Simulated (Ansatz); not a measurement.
# C₂H₈BGeN: one species, many methods

The task here is to estimate one member of a computed series from the others.

Computed with Ansatz 0.2.0, Gaussian basis. Level: functionals in def2-TZVPP, the program's frozen cores in correlated methods.

Levels to be run: PBE-D4, r2SCAN-D4, PBE0-D4, B3LYP-D4, ωB97X-V, ωB97M-V, B2PLYP; CCSD(T)/def2-TZVPP; MP2/def2-QZVPP; extrapolation to the limit.

## Structure used throughout

An earlier PBE0-D4 in a triple-zeta def2 set relaxation fixed the geometry.

13 atoms, charge 0, spin multiplicity 1.

Atoms are counted from 1 here; the program's logs count them from 0.

Bond lengths: B1–C2 1.540 Å, B1–H6 1.193 Å, B1–H7 1.199 Å, C2–C3 1.354 Å, C2–N4 1.381 Å, C3–H8 1.080 Å, C3–H9 1.088 Å, N4–Ge5 1.840 Å, N4–H10 1.008 Å, Ge5–H11 1.538 Å, Ge5–H12 1.536 Å, Ge5–H13 1.538 Å. Angles: C2–B1–H6 119.1°, C2–B1–H7 121.7°, H6–B1–H7 119.2°, B1–C2–C3 116.3°, B1–C2–N4 121.1°, C3–C2–N4 122.7°, C2–C3–H8 119.8°, C2–C3–H9 122.8°, H8–C3–H9 117.4°, C2–N4–Ge5 127.0°, C2–N4–H10 115.8°, Ge5–N4–H10 117.2°, N4–Ge5–H11 110.9°, N4–Ge5–H12 103.8°, N4–Ge5–H13 110.9°, H11–Ge5–H12 110.7°, H11–Ge5–H13 109.7°, H12–Ge5–H13 110.7°.

As a file:

```mol
C2H8BGeN
  3D, bonds by distance, orders not assigned

 13 12  0  0  0  0  0  0  0  0999 V2000
   -0.7763   -0.2258    1.4291 B   0  0
    0.1271   -0.7553    0.2996 C   0  0
    0.5664   -2.0294    0.4306 C   0  0
    0.4601    0.0409   -0.7790 N   0  0
   -0.0678    1.7778   -1.0787 Ge  0  0
   -1.0429   -0.9442    2.3435 H   0  0
   -1.2176    0.8892    1.4126 H   0  0
    0.2770   -2.6109    1.2938 H   0  0
    1.2102   -2.5089   -0.3038 H   0  0
    1.0560   -0.3851   -1.4716 H   0  0
    0.4303    2.7040    0.0431 H   0  0
    0.5966    2.1386   -2.4162 H   0  0
   -1.5985    1.8742   -1.1881 H   0  0
  1  2  8  0
  2  3  8  0
  2  4  8  0
  4  5  8  0
  1  6  8  0
  1  7  8  0
  3  8  8  0
  3  9  8  0
  4 10  8  0
  5 11  8  0
  5 12  8  0
  5 13  8  0
M  END
```

The first run:

The input, in.yaml:

```yaml
crystal:
  periodic: [false, false, false]
  atoms:
    - {symbol: B, position_ang: [-0.776261, -0.225815, 1.429059]}
    - {symbol: C, position_ang: [0.127099, -0.755274, 0.299556]}
    - {symbol: C, position_ang: [0.566441, -2.029402, 0.430647]}
    - {symbol: N, position_ang: [0.460106, 0.040941, -0.779029]}
    - {symbol: Ge, position_ang: [-0.067838, 1.777828, -1.078675]}
    - {symbol: H, position_ang: [-1.042874, -0.944154, 2.343539]}
    - {symbol: H, position_ang: [-1.217588, 0.889224, 1.412615]}
    - {symbol: H, position_ang: [0.276973, -2.610940, 1.293781]}
    - {symbol: H, position_ang: [1.210173, -2.508929, -0.303757]}
    - {symbol: H, position_ang: [1.055974, -0.385073, -1.471616]}
    - {symbol: H, position_ang: [0.430301, 2.703956, 0.043103]}
    - {symbol: H, position_ang: [0.596625, 2.138597, -2.416191]}
    - {symbol: H, position_ang: [-1.598529, 1.874239, -1.188134]}
basis:
  gaussian: {orbitals: def2-TZVPP}
hamiltonian: {xc: pbe, dispersion: d4}
output: {forces: true, orbitals: {seedname: orbitals}}
```

On the command line:

```sh
$ ansatz run in.yaml --threads 2 --pin off --events-out ev --progress --plain --max-ram 32768MiB --backend cuda --devices 0, --max-vram 18GiB
```

Among the steps run: PBE-D4 (GGA); r2SCAN-D4 (meta-GGA); PBE0-D4 (hybrid); B3LYP-D4 (hybrid); ωB97X-V (range-separated); ωB97M-V (range-separated); B2PLYP (double hybrid); CCSD(T) in def2-TZVPP; MP2 in def2-QZVPP.

One table of the session follows, with a row left open; its other results are not shown here.

```
            method  atomisation energy (kJ/mol)
            PBE-D4                       4673.3
         r2SCAN-D4                       4603.2
           PBE0-D4                            ?
          B3LYP-D4                       4609.0
           ωB97X-V                       4607.3
           ωB97M-V                       4596.0
            B2PLYP                       4551.2
     HF/def2-TZVPP                       3353.0
    MP2/def2-TZVPP                       4521.0
   CCSD/def2-TZVPP                       4412.5
CCSD(T)/def2-TZVPP                       4479.9
           MP2/CBS                       4624.3
       CCSD(T)/CBS                       4583.3
```

Q: Estimate the row for PBE0-D4 from the others.

As computed: atomisation energy (kJ/mol): 4603.4. In the column «atomisation energy (kJ/mol)» it lies between r2SCAN-D4 (4603.2) and ωB97X-V (4607.3).

Caveats from the session: Free atoms (1 B, 2 C, 1 N, 1 Ge, 8 H) were run apart at each level; the atomisation energy is their sum less the molecule, without zero-point or spin-orbit terms.
